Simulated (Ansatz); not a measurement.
Set up this calculation in Ansatz 0.2.0, as the native input.

| Quantity | Value |
| --- | --- |
| Task | single point |
| Functional | r2SCAN |
| Potentials or basis | Ansatz PAW |
| Cutoff | 500 eV (not typed: the program's choice for these potentials) |
| k mesh | 5 × 5 × 5 |
| Occupations | gaussian, width 0.05 eV |
| Spin | collinear spin, program default start |
| Hubbard terms | Cu d U = 3 eV |
| Hubbard projectors | ortho-atomic (the default) |
| Double counting | fll (the default) |

The system is CuI2.

```xyz
3
Lattice="0.0000 3.5113 3.5113 3.5113 0.0000 3.5113 3.5113 3.5113 0.0000" Properties=species:S:1:pos:R:3 pbc="T T T"
Cu    0.0000    0.0000    0.0000
I     1.7556    1.7556    1.7556
I     5.2669    5.2669    5.2669
```

The cell comes from a database or a generator and needn't be the stable form of this composition.

The input as run:

input.yaml

```yaml
crystal:
  lattice:
    - [0.0, 3.51125506, 3.51125506]
    - [3.51125506, 0.0, 3.51125506]
    - [3.51125506, 3.51125506, 0.0]
  atoms:
    - { symbol: Cu, position: [0.0, 0.0, 0.0] }
    - { symbol: I, position: [0.25, 0.25, 0.25] }
    - { symbol: I, position: [0.75, 0.75, 0.75] }
hamiltonian:
  xc: r2scan
  pseudopotentials: { kind: paw }
  hubbard: { sites: [{ species: Cu, l: d, u_eff: 3.0 }] }
magnetization:
  spin_polarized: true
kpoints:
  mp_grid: { grid: [5, 5, 5] }
scf:
  occupations: { method: gaussian, width: 0.05 }
output:
  forces: true
  stress: true
  eigenvalues: true
```

Potentials or basis: Ansatz PAW.

Launch:

```sh
$ ansatz run input.yaml --threads 2 --pin off --max-ram 5632MiB --backend cpu --events-out ev --progress --plain --runs-dir out
```

It gave:

```yaml
Pressure: 2.4 GPa
Band_gap_on_the_k_mesh: none (metal or under the smearing width)
Net_moment: 0.00 μB per cell
Absolute_moment: 0.00 μB per cell
```

Caveat: the magnetic or orbital state may not be the lowest; the PAW data sets come from PBE, with cores solved anew for the run's functional, which leaves a small shift of forces and pressure.

It took 7.8 s on 2 threads of Arm Neoverse V1, with other jobs on the host, peak memory 0.68 GiB.
